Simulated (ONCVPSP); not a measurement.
**Fe: generating and testing an ONCV potential**

Do these settings give a usable potential? It is generated, then checked for transferability, scattering, ghosts and hardness.

Method: ONCVPSP 4.0.1, LDA (Perdew-Wang 92), scalar-relativistic.

## Step 1: Starting point

The settings as typed:

- element: iron (Fe, Z = 26)
- type: optimised norm-conserving Vanderbilt (ONCV)
- frozen core: [Ne]
- valence charge: 16
- reference configuration: 3s2 3p6 3d6 4s2
- partial waves: 3s+4s: rc 1.45 bohr, ncon 4, nbas 8, qcut 11 1/bohr, 2 projectors; 3p: rc 1.25 bohr, ncon 3, nbas 6, qcut 10.7 1/bohr, 1 projector; 3d: rc 1.85 bohr, ncon 4, nbas 9, qcut 7.3 1/bohr, 3 projectors, debl 1.5 Ha; f scattering state at 0.28 Ha: rc 1.50 bohr, ncon 4, nbas 8, qcut 8.1 1/bohr, 2 projectors, debl 4 Ha
- local potential: polynomial inside 0.85 bohr (lpopt 3, dvloc0 0 Ha)
- core correction: polynomial model core, fcfact 0.25

The outer shells as boxes (Hund's rule for the drawing; the calculation is spin-unpolarised):

```
[Ne] core
3s [↑↓]
3p [↑↓][↑↓][↑↓]
3d [↑↓][↑ ][↑ ][↑ ][↑ ]
4s [↑↓]
```

## Step 2: The generation run

Contents of Fe.dat:

```
# ATOM AND REFERENCE CONFIGURATION
# atsym  z   nc   nv     iexc    psfile
  Fe 26.00    3    4  -001012      upf
#
#   n    l    f
    1    0    2.00
    2    0    2.00
    2    1    6.00
    3    0    2.00
    3    1    6.00
    3    2    6.00
    4    0    2.00
#
# PSEUDOPOTENTIAL AND OPTIMIZATION
# lmax
    3
#
#   l,   rc,      ep,       ncon, nbas, qcut
    0    1.45    0.00    4    8   11.00
    1    1.25    0.00    3    6   10.70
    2    1.85    0.00    4    9    7.30
    3    1.50    0.28    4    8    8.10
#
# LOCAL POTENTIAL
# lloc, lpopt,  rc(5),   dvloc0
    4    3    0.85    0.00
#
# VANDERBILT-KLEINMAN-BYLANDER PROJECTORs
# l, nproj, debl
    0    2    3.90
    1    1    3.00
    2    3    1.50
    3    2    4.00
#
# MODEL CORE CHARGE
# icmod, fcfact, rcfact
    1    0.25    0.00
#
# LOG DERIVATIVE ANALYSIS
# epsh1, epsh2, depsh
   -5.00    5.00    0.04
#
# OUTPUT GRID
# rlmax, drl
    6.00    0.01
#
# TEST CONFIGURATIONS
# ncnf
    4
# nvcnf
#   n    l    f
    4
    3    0    2.00
    3    1    6.00
    3    2    6.00
    4    0    1.00
#
    4
    3    0    2.00
    3    1    6.00
    3    2    6.00
    4    0    0.00
#
    4
    3    0    2.00
    3    1    6.00
    3    2    5.00
    4    0    0.00
#
    5
    3    0    2.00
    3    1    6.00
    3    2    6.00
    4    0    1.00
    4    1    1.00
#
```

Started as:

```sh
$ oncvpsp.x < Fe.dat > Fe.out
```

What does the calculation give? Wanted: cutoffs for 1 and 0.1 mHa per electron, occupied waves; bound ghosts; GHOST(+) flags; largest test error; largest phase difference near zero energy, channels read; rms error of d²Exc/dn², without and with the model core.

**Answer**, as computed:

| quantity | value |
| --- | --- |
| cutoffs for 1 and 0.1 mHa per electron, occupied waves | 34 Ha and 41 Ha |
| bound ghosts | d at -898.37 eV |
| GHOST(+) flags | d at 1435 eV, d at 2192 eV |
| largest test error (AE − PS) | +121 meV, for 3s2 3p6 3d5 4s0 |
| largest phase difference near zero energy, channels read | 0.005 rad |
| rms error of d²Exc/dn², without and with the model core | 3.69 and 1.60 mHa |

In words: It has a bound ghost (d), a state that the atom doesn't have, and that rules the file out. The worst unpolarised test, 3s2 3p6 3d5 4s0, is off by 121 meV on 60.0 eV; by total energies transferability rates as fair for so large an energy. That test lies far up in energy; among those under 40 eV, nearer to bonding, the largest error is 15 meV. It counts as of middling hardness, with 34 Ha needed at the looser tolerance. Near zero energy the phases of the channels with partial waves agree within 0.005 rad. The program also flags highly localised states, GHOST(+) (d). All of this concerns the isolated atom, not yet a solid.
